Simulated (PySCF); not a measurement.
# The bond of MgBr, level by level

An exercise on one series of results from a longer session: the logs are not shown, and one member is left open.

Program: PySCF 2.14.0. Level of theory: Mg x2c-TZVPPall, Br x2c-TZVPPall, spin-free X2C with a Gaussian nucleus. These are calculated values, not measurements.

The first run:

Settings of the job:

| Quantity | Value |
| --- | --- |
| atoms | Mg, Br |
| charge | 0 |
| basis | Mg x2c-TZVPPall, Br x2c-TZVPPall |
| Hamiltonian | spin-free X2C with a Gaussian nucleus |
| basis functions | 80 |
| electrons treated | 47 |
| masses in u | 23.9850, 78.9183 |
| levels | PBE0, PBE, r²SCAN, TPSSh, B2PLYP, TPSS, M06, ωB97X-V, HF, MP2, SCS-MP2, CCSD, CCSD(T) |
| grid | 80 radial by 434 angular points |
| occupations | held fixed by the projection of orbital angular momentum |
| dissociation limit | Mg + Br, each in its ground configuration |
| starting distance in angstrom | 2.470 |
| values of 2S to try | 1, 3 |

Launch:

```sh
$ OMP_NUM_THREADS=1 python dia.py task.json out
```

Among the steps run: The job; First curve: PBE0; Other states along the same grid; PBE; r²SCAN (meta-GGA); TPSSh; B2PLYP (double hybrid); TPSS (meta-GGA); M06 (hybrid meta-GGA); ωB97X-V; UHF (mean field); Adding correlation.

One table of the session follows, with a row left open; its other results are not shown here.

It belongs to the step «The curves together». Energy (eV) from each level's lowest point:

```
R (Å)    UHF  UHF-MP2  UHF-SCS-MP2  UHF-CCSD  UHF-CCSD(T)
2.036  0.841    0.788        0.805       n/a          n/a
2.130  0.379    0.347        0.359     0.355        0.358
2.225  0.123    0.107        0.113     0.111        0.113
2.296      ?        ?            ?         ?            ?
2.367  0.000    0.000        0.000     0.000        0.000
2.438  0.019    0.025        0.022     0.023        0.021
2.533  0.099    0.111        0.105     0.107        0.104
2.651  0.261    0.279        0.269     0.272        0.267
2.793  0.507    0.531        0.517     0.520        0.513
2.982  0.874    0.905        0.886       n/a          n/a
```

Q: Estimate the row for R (Å) = 2.296 from the others.

Worked estimate for «UHF». A straight line through the neighbours (2.225, 0.123) and (2.367, 0.000) gives 0.123 + (0.000 − 0.123) × (2.296 − 2.225) / (2.367 − 2.225) = 0.062; a parabola fitted to 4 rows on both sides gives 0.027.

As computed: UHF: 0.030; UHF-MP2: 0.023; UHF-SCS-MP2: 0.026; UHF-CCSD: 0.025; UHF-CCSD(T): 0.026. In «UHF» the line misses by +0.032 and the parabola by -0.003.
